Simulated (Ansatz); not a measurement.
A run of Ansatz 0.2.0:

Contents of input.yaml:

```yaml
crystal:
  lattice:
    - [2.8245398345, 0.0, 0.0]
    - [-1.4122699173, 2.4461232507, 0.0]
    - [0.0, 0.0, 20.9393891094]
  atoms:
    - { symbol: Pt, position: [0.6666666667, 0.3333333333, 0.3581766383] }
    - { symbol: O, position: [0.6666666667, 0.3333333333, 0.4536895923] }
    - { symbol: Co, position: [0.0, 0.0, 0.5], spin: 2.0 }
    - { symbol: O, position: [0.3333333333, 0.6666666667, 0.5463104077] }
    - { symbol: Pt, position: [0.3333333333, 0.6666666667, 0.6418233617] }
hamiltonian:
  xc: pbe
  pseudopotentials: { kind: paw }
magnetization:
  spin_polarized: true
kpoints:
  mp_grid: { grid: [11, 11, 1] }
scf:
  occupations: { method: fermi_dirac, width: 0.05 }
output:
  forces: true
  eigenvalues: true
efield:
  axis: 3
  dipole_correction: true
  ramp_width: 0.04
```

Potentials or basis: Ansatz PAW.

Command:

```sh
$ ansatz run input.yaml --threads 4 --pin off --max-ram 11264MiB --backend cpu --events-out ev --progress --plain --runs-dir out
```

Hardware: 4 threads of Arm Neoverse V2, with other jobs on the host.

Q: Estimate the wall time of this run.

A: It took 7.8 s on 4 threads of Arm Neoverse V2 (shared host), peak memory 0.52 GiB. Counts: scf iterations 15, plane waves 2841, k points 16, bands 41.
